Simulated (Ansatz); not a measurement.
# Alloy of GaN and ZnO (30 of 48 Ga sites, 30 of 48 N sites exchanged), 96 atoms, part 2 of 2

Ansatz 0.2.0, PAW. The steps go on from the part before.

## (3) Single point with HSE06

Contents of in.yaml:

```yaml
crystal:
  lattice:
    - [9.704942, 0.000000, 0.000000]
    - [0.000000, 11.177327, 0.000000]
    - [0.000000, 0.000000, 10.453917]
  atoms:
    - { symbol: Ga, position: [0.164296, 0.081966, 0.249254] }
    - { symbol: Ga, position: [0.999624, 0.334226, 0.750241] }
    - { symbol: Ga, position: [0.507010, 0.085105, 0.746503] }
    - { symbol: Ga, position: [0.324610, 0.338233, 0.251173] }
    - { symbol: Ga, position: [0.824473, 0.074859, 0.251853] }
    - { symbol: Ga, position: [0.668070, 0.326881, 0.252317] }
    - { symbol: Ga, position: [0.341539, 0.831298, 0.244461] }
    - { symbol: Ga, position: [0.829380, 0.586166, 0.750807] }
    - { symbol: Ga, position: [0.990966, 0.163626, 0.498691] }
    - { symbol: Ga, position: [0.167921, 0.422939, 0.006261] }
    - { symbol: Ga, position: [0.998481, 0.662874, 0.494121] }
    - { symbol: Ga, position: [0.668291, 0.169945, 0.501021] }
    - { symbol: Ga, position: [0.669373, 0.173055, 0.002725] }
    - { symbol: Ga, position: [0.503358, 0.419505, 0.000237] }
    - { symbol: Ga, position: [0.159965, 0.906972, 0.496788] }
    - { symbol: Ga, position: [0.167903, 0.906879, 0.995002] }
    - { symbol: Ga, position: [0.822553, 0.425668, 0.998719] }
    - { symbol: Ga, position: [0.829327, 0.911017, 0.493424] }
    - { symbol: Zn, position: [0.168555, 0.077143, 0.755468] }
    - { symbol: Zn, position: [0.002267, 0.342769, 0.253800] }
    - { symbol: Zn, position: [0.514347, 0.076692, 0.250264] }
    - { symbol: Zn, position: [0.337051, 0.334960, 0.751013] }
    - { symbol: Zn, position: [0.167757, 0.586416, 0.259953] }
    - { symbol: Zn, position: [0.169808, 0.588105, 0.745431] }
    - { symbol: Zn, position: [0.981940, 0.826293, 0.252868] }
    - { symbol: Zn, position: [0.998758, 0.833073, 0.753429] }
    - { symbol: Zn, position: [0.819691, 0.080167, 0.747390] }
    - { symbol: Zn, position: [0.660747, 0.331053, 0.752187] }
    - { symbol: Zn, position: [0.502330, 0.611820, 0.250267] }
    - { symbol: Zn, position: [0.505224, 0.588613, 0.747800] }
    - { symbol: Zn, position: [0.336569, 0.832408, 0.756173] }
    - { symbol: Zn, position: [0.826394, 0.598226, 0.258097] }
    - { symbol: Zn, position: [0.666385, 0.830792, 0.247910] }
    - { symbol: Zn, position: [0.667526, 0.826487, 0.741263] }
    - { symbol: Zn, position: [0.996176, 0.160280, 0.005606] }
    - { symbol: Zn, position: [0.338655, 0.170435, 0.503013] }
    - { symbol: Zn, position: [0.337784, 0.161387, 0.004855] }
    - { symbol: Zn, position: [0.163825, 0.425181, 0.498533] }
    - { symbol: Zn, position: [0.995706, 0.673838, 0.998662] }
    - { symbol: Zn, position: [0.511166, 0.421928, 0.496668] }
    - { symbol: Zn, position: [0.333063, 0.660644, 0.496577] }
    - { symbol: Zn, position: [0.331968, 0.675733, 0.008565] }
    - { symbol: Zn, position: [0.823771, 0.421468, 0.490938] }
    - { symbol: Zn, position: [0.675598, 0.669026, 0.500458] }
    - { symbol: Zn, position: [0.678152, 0.670075, 0.997116] }
    - { symbol: Zn, position: [0.508817, 0.914484, 0.494908] }
    - { symbol: Zn, position: [0.501485, 0.902331, 0.009299] }
    - { symbol: Zn, position: [0.836577, 0.908594, 0.005019] }
    - { symbol: O, position: [0.002761, 0.160847, 0.197664] }
    - { symbol: O, position: [0.005650, 0.173927, 0.684610] }
    - { symbol: O, position: [0.320256, 0.170952, 0.198332] }
    - { symbol: O, position: [0.336553, 0.162650, 0.695075] }
    - { symbol: O, position: [0.161166, 0.406500, 0.696937] }
    - { symbol: O, position: [0.002413, 0.664784, 0.185748] }
    - { symbol: O, position: [0.995438, 0.661979, 0.685806] }
    - { symbol: O, position: [0.495433, 0.394538, 0.183421] }
    - { symbol: O, position: [0.494590, 0.416174, 0.686880] }
    - { symbol: O, position: [0.334213, 0.669246, 0.687858] }
    - { symbol: O, position: [0.173478, 0.926958, 0.187490] }
    - { symbol: O, position: [0.168565, 0.921542, 0.674373] }
    - { symbol: O, position: [0.828581, 0.402916, 0.179184] }
    - { symbol: O, position: [0.843768, 0.413536, 0.694259] }
    - { symbol: O, position: [0.496324, 0.928140, 0.689475] }
    - { symbol: O, position: [0.839318, 0.920544, 0.679123] }
    - { symbol: O, position: [0.159549, 0.081065, 0.436602] }
    - { symbol: O, position: [0.167295, 0.082870, 0.945387] }
    - { symbol: O, position: [0.006066, 0.319786, 0.444433] }
    - { symbol: O, position: [0.004372, 0.334074, 0.935422] }
    - { symbol: O, position: [0.502408, 0.091410, 0.443264] }
    - { symbol: O, position: [0.508011, 0.097319, 0.930461] }
    - { symbol: O, position: [0.329230, 0.331346, 0.431085] }
    - { symbol: O, position: [0.332766, 0.336693, 0.946847] }
    - { symbol: O, position: [0.169930, 0.572013, 0.933492] }
    - { symbol: O, position: [0.827288, 0.096750, 0.935316] }
    - { symbol: O, position: [0.500068, 0.584373, 0.438736] }
    - { symbol: O, position: [0.489649, 0.572623, 0.940462] }
    - { symbol: O, position: [0.325469, 0.847728, 0.434383] }
    - { symbol: O, position: [0.668027, 0.840627, 0.928165] }
    - { symbol: N, position: [0.168158, 0.413285, 0.184563] }
    - { symbol: N, position: [0.673574, 0.169062, 0.184763] }
    - { symbol: N, position: [0.661036, 0.167934, 0.683234] }
    - { symbol: N, position: [0.325312, 0.672354, 0.194410] }
    - { symbol: N, position: [0.669114, 0.664050, 0.178619] }
    - { symbol: N, position: [0.672162, 0.660649, 0.690186] }
    - { symbol: N, position: [0.493258, 0.919441, 0.192911] }
    - { symbol: N, position: [0.834554, 0.922986, 0.187895] }
    - { symbol: N, position: [0.163034, 0.586815, 0.449263] }
    - { symbol: N, position: [0.998976, 0.832472, 0.445220] }
    - { symbol: N, position: [0.005173, 0.840205, 0.936114] }
    - { symbol: N, position: [0.833015, 0.082973, 0.440423] }
    - { symbol: N, position: [0.666174, 0.327176, 0.432121] }
    - { symbol: N, position: [0.663902, 0.336004, 0.943838] }
    - { symbol: N, position: [0.331413, 0.840059, 0.938121] }
    - { symbol: N, position: [0.841236, 0.581693, 0.440932] }
    - { symbol: N, position: [0.843268, 0.576518, 0.930810] }
    - { symbol: N, position: [0.669294, 0.835287, 0.440586] }
kpoints:
  mp_grid: { grid: [1, 1, 1] }
hamiltonian:
  xc: hse06
scf:
  occupations: { method: fermi_dirac, width: 0.01 }
output:
  forces: true
  eigenvalues: true
  populations: true
  eigenstates: { kpoints: [[0, 0, 0]], e_range: [-6.0, 6.0], localisation: true }
```

Launch:

```sh
> ansatz run in.yaml --threads 4 --pin off --max-ram 42750MiB --runs-dir r --events-out ev --progress --plain --backend cuda --devices 0, --max-vram 37GiB
```

The program printed:

```text
[... 1 set-up line as earlier in the session ...]
Functional definition: HSE06
  parameter a = 0.25
  parameter omega = 0.11/bohr
  exchange = pbe_x - a*pbe_x_sr(omega) + a*exact_x_sr(omega)
  correlation = pbe_c
Crystal: 96 atoms, lattice volume = 1133.992 Å³
Basis set: ecut = 420 eV, 22187 PW (Γ), exchange–correlation on 144×150×144 points (8 copies of the dense FFT grid, shifted against one another)
Bands: 528, of which v1, the nominal top of the filled ones, is band 432 counted from 1 (431 counted from 0)
[... 1 set-up line as earlier in the session ...]
Space group: P1 (ITA 1), of the structure as read, at distance tolerance 1.0e-4 Å
k-points: 1
[... 11 set-up lines as earlier in the session ...]
PAW one-centre angular grid: O, 110 points (default); XC on 96 Gauss nodes
[... 3 set-up lines as earlier in the session ...]
Functional: x = pbe(κ = 0.804, μ = 0.2195149727645171), c = pbe(β = 0.06672455060314922), warm-up for x = pbe(κ = 0.804, μ = 0.2195149727645171) + 0.25 (exact − pbe) at short range (hse, ω = 0.20786987370883472 Å⁻¹), c = pbe(β = 0.06672455060314922); HSE06 as pw.x's `hse` composes it (authors' and Libxc's form: `xc: wpbeh`)
SCF iter   1: F=—  HF=-191617.312485 eV  |F-HF|=—  |Δ(HF+E_count)|=         —  Δρ=1.01e-2  dr2=2.59e0  ethr=1.77e-3  ⟨swp⟩=16.0  Hψ=2705  notcnv=0
preconditioner: auto → none  [insulator: Δε(μ)=0.131 eV  Ē_g=14.024 eV  σ=0.010 eV  W_gap=1.00  n_scr=336 (ndim 8)  ℏωp=32.4 eV  f_vac=0.020  D(μ)=0.58/eV (n_scr^D=0)]
SCF iter   2: F=—  HF=-191620.105985 eV  |F-HF|=—  |Δ(HF+E_count)|=    2.79e0  Δρ=2.08e-2  dr2=1.44e1  ethr=2.99e-4  ⟨swp⟩=7.0  Hψ=1668  notcnv=0  recentre
SCF iter   3: F=—  HF=-191617.351046 eV  |F-HF|=—  |Δ(HF+E_count)|=    2.75e0  Δρ=1.31e-2  dr2=3.91e0  ethr=2.99e-4  ⟨swp⟩=9.0  Hψ=1467  notcnv=0  defer=3
SCF iter   4: F=—  HF=-191617.242251 eV  |F-HF|=—  |Δ(HF+E_count)|=   1.09e-1  Δρ=7.29e-3  dr2=1.45e0  ethr=2.99e-4  ⟨swp⟩=5.0  Hψ=1082  notcnv=0
SCF iter   5: F=—  HF=-191617.143619 eV  |F-HF|=—  |Δ(HF+E_count)|=   9.86e-2  Δρ=4.64e-3  dr2=5.40e-1  ethr=1.68e-4  ⟨swp⟩=20.0  Hψ=1188  notcnv=0  defer=2
SCF iter   6: F=—  HF=-191617.138444 eV  |F-HF|=—  |Δ(HF+E_count)|=   5.18e-3  Δρ=5.08e-3  dr2=6.71e-1  ethr=6.25e-5  ⟨swp⟩=12.0  Hψ=1182  notcnv=0  defer=3
SCF iter   7: F=—  HF=-191617.112264 eV  |F-HF|=—  |Δ(HF+E_count)|=   2.62e-2  Δρ=1.79e-3  dr2=8.04e-2  ethr=6.25e-5  ⟨swp⟩=6.0  Hψ=1072  notcnv=0  defer=1
SCF iter   8: F=—  HF=-191617.113456 eV  |F-HF|=—  |Δ(HF+E_count)|=   1.19e-3  Δρ=2.23e-3  dr2=1.48e-1  ethr=9.30e-6  ⟨swp⟩=7.0  Hψ=1162  notcnv=0  defer=4
iter 9 solved again at ethr=3.45e-7 eV; its pass at ethr=9.30e-6 eV (dr2=2.98e-3 eV) is discarded
SCF iter   9: F=—  HF=-191617.109761 eV  |F-HF|=—  |Δ(HF+E_count)|=   3.70e-3  Δρ=4.85e-4  dr2=2.96e-3  ethr=3.45e-7  ⟨swp⟩=7.0  Hψ=2319  notcnv=0  defer=33
SCF iter  10: F=—  HF=-191617.109842 eV  |F-HF|=—  |Δ(HF+E_count)|=   8.11e-5  Δρ=4.31e-4  dr2=3.04e-3  ethr=3.43e-7  ⟨swp⟩=11.0  Hψ=1074  notcnv=0  defer=6
SCF iter  11: F=—  HF=-191617.109884 eV  |F-HF|=—  |Δ(HF+E_count)|=   4.18e-5  Δρ=3.00e-4  dr2=3.54e-3  ethr=3.43e-7  ⟨swp⟩=8.0  Hψ=989  notcnv=0  defer=2
SCF iter  12: F=—  HF=-191617.110146 eV  |F-HF|=—  |Δ(HF+E_count)|=   2.63e-4  Δρ=7.69e-4  dr2=1.27e-2  ethr=3.43e-7  ⟨swp⟩=6.0  Hψ=982  notcnv=0  defer=2  recentre
SCF iter  13: F=—  HF=-191617.109831 eV  |F-HF|=—  |Δ(HF+E_count)|=   3.15e-4  Δρ=1.90e-4  dr2=1.23e-3  ethr=3.43e-7  ⟨swp⟩=4.0  Hψ=971  notcnv=0  defer=2
SCF iter  14: F=—  HF=-191617.109809 eV  |F-HF|=—  |Δ(HF+E_count)|=   2.27e-5  Δρ=6.06e-5  dr2=6.40e-5  ethr=1.43e-7  ⟨swp⟩=4.0  Hψ=967  notcnv=0  defer=2
SCF iter  15: F=—  HF=-191617.109815 eV  |F-HF|=—  |Δ(HF+E_count)|=   5.87e-6  Δρ=2.84e-5  dr2=1.12e-5  ethr=7.41e-9  ⟨swp⟩=6.0  Hψ=976  notcnv=0  defer=1
SCF iter  16: F=—  HF=-191617.109816 eV  |F-HF|=—  |Δ(HF+E_count)|=   1.81e-6  Δρ=1.15e-5  dr2=1.19e-6  ethr=1.30e-9  ⟨swp⟩=5.0  Hψ=985  notcnv=0  defer=1
SCF iter  17: F=—  HF=-191617.109817 eV  |F-HF|=—  |Δ(HF+E_count)|=   5.89e-7  Δρ=9.83e-6  dr2=1.51e-6  ethr=1.38e-10  ⟨swp⟩=6.0  Hψ=1238  notcnv=0  defer=1
SCF iter  18: F=—  HF=-191617.109817 eV  |F-HF|=—  |Δ(HF+E_count)|=   2.08e-8  Δρ=5.16e-6  dr2=3.79e-7  ethr=1.38e-10  ⟨swp⟩=3.0  Hψ=972  notcnv=0
SCF iter  19: F=—  HF=-191617.109817 eV  |F-HF|=—  |Δ(HF+E_count)|=   1.96e-8  Δρ=2.54e-6  dr2=5.21e-8  ethr=4.39e-11  ⟨swp⟩=2.0  Hψ=961  notcnv=0
the semilocal start has a gap of 0.005 eV: under exact exchange another state, often on complex orbitals, can lie lower than the one that it leads to. A single point with scf.lower_state_search: full and scf.eigensolver.gamma_real: false can look for it
Initial density: handed on by an earlier stage of this run
Initial wavefunctions: those handed on with the density
Functional: x = pbe(κ = 0.804, μ = 0.2195149727645171) + 0.25 (exact − pbe) at short range (hse, ω = 0.20786987370883472 Å⁻¹), c = pbe(β = 0.06672455060314922); HSE06 as pw.x's `hse` composes it (authors' and Libxc's form: `xc: wpbeh`)
Exchange kernel: α = 0.2500, screened, ω = 0.2079 Å⁻¹, Wigner–Seitz truncation, v(0) = 923.2673 eV·Å³, q-mesh 1×1×1, nearest image of the exchange supercell L = 9.70 Å, pair-density grid 48×54×50, without the augmentation charges, whose exchange is taken in its separable form (sized by the pseudopotential files, 72×75×72 at the most), smooth part of the exact exchange by density-matrix convolution [...]
Frozen-core exchange: fock
[... from here the SCF cycle lines were not kept, up to the last twenty ...]
preconditioner: auto → none  [insulator: Δε(μ)=1.036 eV  Ē_g=17.046 eV  σ=0.010 eV  W_gap=1.00  n_scr=336 (ndim 8)  ℏωp=32.4 eV  f_vac=0.020  D(μ)=0.00/eV (n_scr^D=0)]
hybrid outer 1: dexx = +7.382e-1 eV, tail = 9.10e-1 eV
preconditioner: auto → none  [insulator: Δε(μ)=0.544 eV  Ē_g=16.795 eV  σ=0.010 eV  W_gap=1.00  n_scr=336 (ndim 8)  ℏωp=32.4 eV  f_vac=0.028  D(μ)=0.00/eV (n_scr^D=0)]
SCF iter   8: F=-191620.303584 eV  HF=-191620.304444 eV  |F-HF|=8.61e-4  |Δ(HF+E_count)|=   1.32e-2  Δρ=3.72e-4  dr2=1.19e-3  ethr=2.69e-8  ⟨swp⟩=7.0  Hψ=2142  notcnv=0  defer=1
SCF 3 stopped early in 8 iterations: F = -191620.303584 eV  dr2 = 1.19e-3
  Residual-converged pass: ⟨swp⟩=3.0  Hψ=1392  notcnv=0  max |occ|·‖R‖ = 4.8e-6 eV (tolerance 6.7e-6 eV)  dr2=1.19e-3  dr2_onsite=1.57e-4  max |Δocc| = 8.2e-18
hybrid outer 2: dexx = +1.573e-2 eV, tail = 2.72e-3 eV, Δε = 2.60e-1 eV (about 3.23e-2 eV left of the loop's levels), ΔF = 2.46e-1 eV/Å (tail 1.32e-1)
SCF iter   1: F=—  HF=-191620.299003 eV  |F-HF|=—  |Δ(HF+E_count)|=         —  Δρ=2.36e-4  dr2=6.97e-4  ethr=1.57e-6  ⟨swp⟩=15.0  Hψ=1265  notcnv=0
preconditioner: auto → none  [insulator: Δε(μ)=0.566 eV  Ē_g=16.779 eV  σ=0.010 eV  W_gap=1.00  n_scr=336 (ndim 8)  ℏωp=32.4 eV  f_vac=0.029  D(μ)=0.00/eV (n_scr^D=0)]
SCF iter   2: F=—  HF=-191620.298919 eV  |F-HF|=—  |Δ(HF+E_count)|=   8.40e-5  Δρ=9.51e-5  dr2=4.21e-4  ethr=4.48e-8  ⟨swp⟩=4.0  Hψ=1240  notcnv=0
SCF iter   3: F=—  HF=-191620.298895 eV  |F-HF|=—  |Δ(HF+E_count)|=   2.47e-5  Δρ=3.70e-5  dr2=3.23e-4  ethr=1.24e-8  ⟨swp⟩=4.0  Hψ=1060  notcnv=0
SCF iter   4: F=—  HF=-191620.304463 eV  |F-HF|=—  |Δ(HF+E_count)|=   5.57e-3  Δρ=8.22e-5  dr2=5.80e-5  ethr=1.40e-9  ⟨swp⟩=7.0  Hψ=2065  notcnv=0  defer=4
SCF iter   5: F=—  HF=-191620.304446 eV  |F-HF|=—  |Δ(HF+E_count)|=   1.72e-5  Δρ=2.67e-5  dr2=8.20e-6  ethr=1.40e-9  ⟨swp⟩=4.0  Hψ=1384  notcnv=0
SCF iter   6: F=—  HF=-191620.304445 eV  |F-HF|=—  |Δ(HF+E_count)|=   8.10e-7  Δρ=1.13e-5  dr2=6.13e-6  ethr=4.02e-10  ⟨swp⟩=4.0  Hψ=1214  notcnv=0
SCF iter   7: F=—  HF=-191620.304445 eV  |F-HF|=—  |Δ(HF+E_count)|=   3.72e-7  Δρ=4.92e-6  dr2=4.86e-6  ethr=1.72e-10  ⟨swp⟩=4.0  Hψ=1210  notcnv=0
SCF iter   8: F=—  HF=-191620.304475 eV  |F-HF|=—  |Δ(HF+E_count)|=   3.02e-5  Δρ=1.66e-5  dr2=1.83e-6  ethr=3.13e-11  ⟨swp⟩=7.0  Hψ=2105  notcnv=0  defer=8
SCF iter   9: F=—  HF=-191620.304474 eV  |F-HF|=—  |Δ(HF+E_count)|=   5.40e-7  Δρ=2.65e-6  dr2=1.80e-7  ethr=3.13e-11  ⟨swp⟩=6.0  Hψ=1411  notcnv=0
Mixer restart at iter 9: flushing history
SCF iter  10: F=—  HF=-191620.304475 eV  |F-HF|=—  |Δ(HF+E_count)|=   8.76e-7  Δρ=3.61e-6  dr2=6.55e-8  ethr=3.11e-12  ⟨swp⟩=7.0  Hψ=1868  notcnv=0  defer=11
SCF iter  11: F=—  HF=-191620.304475 eV  |F-HF|=—  |Δ(HF+E_count)|=   2.50e-8  Δρ=2.22e-6  dr2=1.98e-8  ethr=3.11e-12  ⟨swp⟩=8.0  Hψ=1293  notcnv=0  defer=17
SCF iter  12: F=—  HF=-191620.304475 eV  |F-HF|=—  |Δ(HF+E_count)|=   5.36e-9  Δρ=9.05e-7  dr2=4.02e-9  ethr=2.31e-12 (applied; sched 2.21e-12)  ⟨swp⟩=5.0  Hψ=1062  notcnv=0  defer=20
SCF iter  13: F=-191620.304475 eV  HF=-191620.304475 eV  |F-HF|=4.37e-10  |Δ(HF+E_count)|=   1.05e-9  Δρ=1.76e-7  dr2=4.83e-10  ethr=2.15e-12 (applied; sched 1.00e-12)  ⟨swp⟩=13.0  Hψ=1042  notcnv=0
SCF 4 converged in 13 iterations: F = -191620.304475 eV  dr2 = 4.83e-10
  Residual-converged pass: ⟨swp⟩=3.0  Hψ=1392  notcnv=0  max |occ|·‖R‖ = 2.7e-7 eV (tolerance 2.7e-7 eV)  dr2=6.11e-10  dr2_onsite=4.88e-11  max |Δocc| = 1.7e-21
hybrid outer 3: dexx = +5.101e-5 eV, tail = 1.02e-7 eV, Δε = 9.86e-3 eV (about 1.14e-4 eV left of the loop's levels), ΔF = 8.46e-3 eV/Å (tail 8.07e-4)
NSCF: frozen V_eff on 1 k-points
hybrid SCF converged: 3 outer / 35 inner (+25 warm-up), last move |dexx| = 5.10e-5 eV, tail = 1.02e-7 eV
Stability not checked: this state was not tested for a lower state beside it, because the functional holds exact exchange (a hybrid, or Hartree-Fock), whose exchange loop this test does not read (fock_operator; see scf.lower_state_search)
Free energy (F): -191620.304476 eV
Harris-Foulkes:  -191620.304476 eV  (|F-HF|=4.37e-10)
Internal energy: -191620.304476 eV  (E = F + TS)
E sigma→0 (E₀):  -191620.304476 eV
Fermi energy:    8.949645 eV
--- Per-component energies (eV) ---
  E_band       = -1127.527335
  E_kinetic    = 13638.177789
  E_local      = -96240.571868  (includes V_loc(G=0)·N_el)
  E_nonlocal   = 28639.140966
  E_hartree    = 41481.992061
  E_xc         = -6876.042095
  E_vxc        = -5390.313296  (∫ρ·V_xc dr)
  E_exx        = -2954.437595  (= α·E_x^exact, valence–valence)
  E_paw        = -96778.806277  (= ΣΔE_a)
  E_vpaw       = -18829.126878  (= ΣTr[D̂ρ^β])
  E_aug_tail   = 0.061742  (compensation charges beyond the density's cutoff)
  E_ewald      = -72549.861187
  E_core_change = 20.041996  (= ΣΔE_core)
  E_smearing   = -0.000000  (= −TS)
  E_closure    = -0.000007  (closes the sum)
  Σ components = -191620.304476   (vs F -191620.304476, Δ=0.00e0)
--- Forces (eV/Å), atoms counted from 1 ---
  atom   1  Ga    -0.01257863    -0.13012822    -0.08584806
  atom   2  Ga    -0.04063811     0.14498926    -0.07372775
[... 70 atoms left out ...]
  atom  73  O     -0.01914428    -0.44367862     0.04767475
[... 2 atoms left out ...]
  atom  76  O     -0.05646249    -0.47748721     0.05813316
[... 2 atoms left out ...]
  atom  79  N      0.21484074    -0.31901559    -0.23231216
[... 5 atoms left out ...]
  atom  85  N     -0.48267766     0.02898764     0.12487397
  atom  86  N      0.18777840     0.54577068     0.12409686
[... 2 atoms left out ...]
  atom  89  N      0.38464715     0.20537481     0.06561730
[... 5 atoms left out ...]
  atom  95  N      0.02671801    -0.42972258    -0.20541719
  atom  96  N      0.30814502     0.34007092     0.29292931
  max |Σ_I F_I| component: 9.10e-4 eV/Å
--- Band table (eV) ---
  k-point 0: bands = [... 420 lower levels ..., "7.2501", "7.2876", "7.4962", "7.5303", "7.6224", "7.8206", "7.9676", "8.0518", "8.1255", "8.3538", "8.5448", "8.6639", "9.2353", "11.4127", "11.6181", "11.8397", "11.8708", "12.1293", "12.3908", "12.6432", "12.7524", "12.8462", "12.9449", "13.0754", ... 84 higher levels ...]
--- Löwdin populations: 96 sites ---
  site symbol       q [e]
     0     Ga     11.9846
     1     Ga     12.0111
[... 94 atoms left out ...]
  spilling = 0.006768 (of n_electrons = 864.000000)
```

Wall time 67 s (1 × NVIDIA H100 80GB HBM3 with 4 threads of AMD EPYC 7R13, shared host); peak host memory 4.4 GiB.

The semilocal start had a very small gap; under exact exchange a lower state may exist.

Spacing of the frontier levels at the Γ point alone: 0.57 eV (8.664 to 9.235 eV).

The states next to the gap (eigenstates.tsv), from the top filled level:

```
level (eV)  spin  filling  atoms sharing it  main element  its share  largest atom
     -0.54  both     2.00              14.2             N       0.63    N85 (0.15)
     -0.31  both     2.00               5.8             N       0.63    N83 (0.38)
     -0.12  both     2.00              11.3             N       0.63    N96 (0.22)
      0.00  both     2.00              10.2             N       0.59    N83 (0.23)
      0.57  both     0.00              76.6             O       0.36             –
```

On these atoms HSE06 leaves forces up to 0.59 eV/Å (on N86), as they were relaxed at another level of theory (and may have been on other k points).

## (4) r²SCAN single point

Changes to in.yaml since step 3:

```diff
@@ -105,3 +105,3 @@
 hamiltonian:
-  xc: hse06
+  xc: r2scan
 scf:
```

Launch:

```sh
> ansatz run in.yaml --threads 4 --pin off --max-ram 42750MiB --runs-dir r --events-out ev --progress --plain --backend cuda --devices 0, --max-vram 37GiB
```

The program printed, cut to the lines that bear on the results:

```text
[... 1 set-up line as earlier in the session ...]
Functional definition: r2SCAN
[...]
Crystal: 96 atoms, lattice volume = 1133.992 Å³
Basis set: ecut = 500 eV, 28729 PW (Γ), exchange–correlation on 288×360×320 points (64 copies of the dense FFT grid, shifted against one another)
Bands: 528, of which v1, the nominal top of the filled ones, is band 432 counted from 1 (431 counted from 0)
[... 2 set-up lines as earlier in the session ...]
k-points: 1
[...]
SCF iter   1: F=—  HF=-192010.496754 eV  |F-HF|=—  |Δ(HF+E_count)|=         —  Δρ=1.96e-2  dr2=2.99e0  dr2_τ=3.38e0  ethr=1.77e-3  ⟨swp⟩=6.0  Hψ=1920  notcnv=0
[...]
SCF iter  16: F=-192011.149204 eV  HF=-192011.149204 eV  |F-HF|=1.02e-8  |Δ(HF+E_count)|=   2.59e-9  Δρ=9.06e-7  dr2=1.61e-8  dr2_τ=7.16e-10  ethr=1.16e-11  ⟨swp⟩=9.0  Hψ=2465  notcnv=0
[...]
NSCF: frozen V_eff on 1 k-points
SCF converged after 16 iterations
Free energy (F): -192011.149204 eV
[...]
E sigma→0 (E₀):  -192011.135537 eV
Entropy (-TS):   -0.027333 eV (-0.285 meV/atom)
Fermi energy:    8.989106 eV
[...]
--- Forces (eV/Å), atoms counted from 1 ---
  atom   1  Ga     0.01002306     0.05644140     0.03943209
  atom   2  Ga     0.03810259    -0.06552069    -0.00784911
  atom   3  Ga    -0.01953301     0.00613984    -0.00396639
  atom   4  Ga     0.02898299    -0.04113600     0.03760906
  atom   5  Ga     0.00185517    -0.03464943     0.01851000
  atom   6  Ga    -0.00904243    -0.08877739     0.04489295
  atom   7  Ga     0.01260289     0.14195751     0.06897651
  atom   8  Ga    -0.00114421    -0.01421700     0.02308083
[...]
--- Band table (eV) ---
[... band rows left out ...]
--- Löwdin populations: 96 sites ---
  site symbol       q [e]
     0     Ga     12.0175
     1     Ga     12.0464
[... 94 atoms left out ...]
  spilling = 0.006734 (of n_electrons = 864.000000)
```

It took 8 s on 1 × NVIDIA H100 80GB HBM3 with 4 threads of AMD EPYC 7R13, shared host; peak host memory 3.2 GiB.

Levels at the Fermi energy are partly filled, so no gap is read here.

The largest force by r²SCAN is 0.29 eV/Å, on N94: the geometry is not this level's minimum.

## (5) Outcome

The summary covers parts 1 to 2. Changes of volume or cell count from the first structure of part 1.

```
             level        time   k points  top filled to lowest empty (eV)
PBEsol, relaxation  26 s (GPU)  (¼, ¼, ¼)                             0.60
             HSE06  67 s (GPU)          Γ                             0.57
            r²SCAN   8 s (GPU)          Γ                             none
```

| quantity | value |
| --- | --- |
| relaxation | 10 recorded steps, 8.11 eV gained |
| largest shift | 0.30 Å (Zn29) |
| relaxed cell | a = 9.705 Å, b = 11.177 Å, c = 10.454 Å, α = 90.00°, β = 90.00°, γ = 90.00° |
| mean bonds | Ga–N 1.893, Ga–O 1.940, N–Zn 1.950, O–Zn 2.029 Å |

**Reading.** The relaxation lowers the energy by 8.11 eV; the largest shift is 0.30 Å (Zn29), while the volume changes by +1.6 %. The mean lengths of the listed bonds run from Ga–N 1.89 Å to O–Zn 2.03 Å. The relaxation ran on other k points, so part of any difference from the later rows can come from the mesh. The HSE06 single point took about 8.3 times as long as the r²SCAN one on the same kind of device. r²SCAN leaves levels partly filled (a spacing under the smearing width does that too), while HSE06 opens a spacing of 0.57 eV. With one k point the spacing samples only the states that fold onto it, so it can exceed the gap over the zone.
